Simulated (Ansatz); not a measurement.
**CH5BBrN: basis-set convergence**

Aim: see how fast density functionals converge with the basis set for CH5BBrN.

Program: Ansatz 0.2.0, Gaussian basis. Level of theory: one geometry, several basis sets. These are calculated values, not measurements.

The runs, in order: PBE0-D4/def2-SVP; ωB97M-V/def2-SVP; PBE0-D4/def2-QZVPP; ωB97M-V/def2-QZVPP; the functionals' def2-TZVPP values are taken from earlier runs.

**1. The geometry**

The geometry comes from an earlier relaxation with PBE0-D4 in a triple-zeta def2 set; it is a stationary point, not always the lowest conformer.

9 atoms, charge 0, spin multiplicity 1.

Atoms are counted from 1 here; the program's logs count them from 0.

Bond lengths: C1–N2 1.446 Å, C1–H5 1.094 Å, C1–H6 1.094 Å, C1–H7 1.090 Å, N2–B3 1.378 Å, N2–H8 1.009 Å, B3–Br4 1.934 Å, B3–H9 1.191 Å. Angles: N2–C1–H5 111.3°, N2–C1–H6 111.3°, N2–C1–H7 109.2°, H5–C1–H6 108.3°, H5–C1–H7 108.3°, H6–C1–H7 108.3°, C1–N2–B3 125.8°, C1–N2–H8 114.9°, B3–N2–H8 119.2°, N2–B3–Br4 119.5°, N2–B3–H9 122.0°, Br4–B3–H9 118.5°.

**2. PBE0-D4 in def2-SVP**

The input, in.yaml:

```yaml
crystal:
  periodic: [false, false, false]
  atoms:
    - {symbol: C, position_ang: [-0.156970, 1.196236, -0.035987]}
    - {symbol: N, position_ang: [-0.386478, -0.220213, 0.138975]}
    - {symbol: B, position_ang: [0.536102, -1.220325, -0.080444]}
    - {symbol: Br, position_ang: [0.029728, -3.063695, 0.213003]}
    - {symbol: H, position_ang: [-0.300634, 1.741119, 0.901321]}
    - {symbol: H, position_ang: [-0.831406, 1.618776, -0.786128]}
    - {symbol: H, position_ang: [0.868016, 1.354367, -0.369855]}
    - {symbol: H, position_ang: [-1.314418, -0.465471, 0.449872]}
    - {symbol: H, position_ang: [1.644459, -0.987195, -0.447758]}
basis:
  gaussian: {orbitals: def2-SVP}
hamiltonian: {xc: pbe0, dispersion: d4}
output: {orbitals: {seedname: orbitals}}
```

After this run come: ωB97M-V in def2-SVP; PBE0-D4 in def2-QZVPP; ωB97M-V in def2-QZVPP.

Q: Predict the results of all the runs planned. Wanted: PBE0-D4: double and triple zeta above quadruple; ωB97M-V: double and triple zeta above quadruple.

As calculated:

| quantity | value |
| --- | --- |
| PBE0-D4: double and triple zeta above quadruple | 13.71, 1.62 eV |
| ωB97M-V: double and triple zeta above quadruple | 13.80, 1.56 eV |

In words: PBE0-D4 gains 12.09 eV from double to triple zeta, then 1.62 eV more. These are total energies; as a rule much of such shifts cancels in differences, which this series doesn't test. The LUMO of ωB97M-V is positive and keeps falling with the basis (2.39 to 1.55 eV): an unbound level that the basis holds in place.
